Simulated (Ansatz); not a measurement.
AlH₂IO, SMILES [OH][AlH][I], a relaxed scan of one distance

With Ansatz's Python interface.

Typed at the interpreter:
```pycon
>>> from dataclasses import dataclass
>>> import ansatz as az
>>> from ase import Atoms
>>> import numpy as np
>>> @dataclass(frozen=True)
... class Settings:
...     basis: str = "def2-SVP"
...     xc: str = "pbe"
...
>>> opts = Settings()
>>> atoms = Atoms(["O", "Al", "I", "H", "H"], positions=[
...     [-1.1023, -0.4628, -0.8571],
...     [0.2258, 0.3678, 0.046],
...     [2.4596, -0.8527, 0.2618],
...     [-1.5636, -0.9279, -0.1853],
...     [0.0303, 1.8019, 0.6932],
... ])
>>> mol = az.Crystal.molecule_from_ase(atoms)
>>> calculation = (
...     mol.calculation()
...     .basis(gaussian=opts.basis)
...     .functional(opts.xc)
... )
>>> symbols = [site.symbol for site in mol.cartesian_sites]
>>> pairs = [(0, 1), (0, 3), (1, 2), (1, 4)]
>>> print("held (A)   E (eV)        ", "  ".join(f"{symbols[i]}{i}-{symbols[j]}{j}" for i, j in pairs))
held (A)   E (eV)         O0-Al1  O0-H3  Al1-I2  Al1-H4
>>> for length in [2.35, 2.55, 2.76, 3.07, 3.45]:
...     data = calculation.relax(constraints=[az.DistanceConstraint((1, 2), at=length)], force_tolerance=0.02, max_steps=60).run().report
...     xyz = np.array(data["positions_ang"])
...     print(f"{length:6.2f} {data['free_energy_ev']:14.5f}  ", "  ".join(f"{np.linalg.norm(xyz[i] - xyz[j]):.3f}" for i, j in pairs))
...
DeckWarning: relax.constraints: the input's atoms, or those drawn, lie off the distances that are held; a relaxation that starts there is brought onto them ahead of its first SCF, by positions alone, an atom by 1.02e-1 Å at the most. With the symmetry [...]
  2.35   -16770.02463   1.716  0.970  2.350  1.583
  2.55   -16770.13312   1.711  0.970  2.550  1.580
  2.76   -16769.88607   1.706  0.971  2.760  1.578
  3.07   -16769.27399   1.701  0.971  3.070  1.578
  3.45   -16768.49440   1.696  0.971  3.450  1.579
```

Notes:
- Total energies depend on the basis set; only differences at equal settings carry meaning.
- Warnings are shown shortened and without file and line.
- The energies are electronic: no zero-point or thermal terms, and the basis set is short of its limit.
- def2 sets replace the cores of elements past krypton by effective core potentials.
- Hardware and time: 93 s on 1 thread of Arm Neoverse V2 (shared host), peak memory 0.21 GiB.
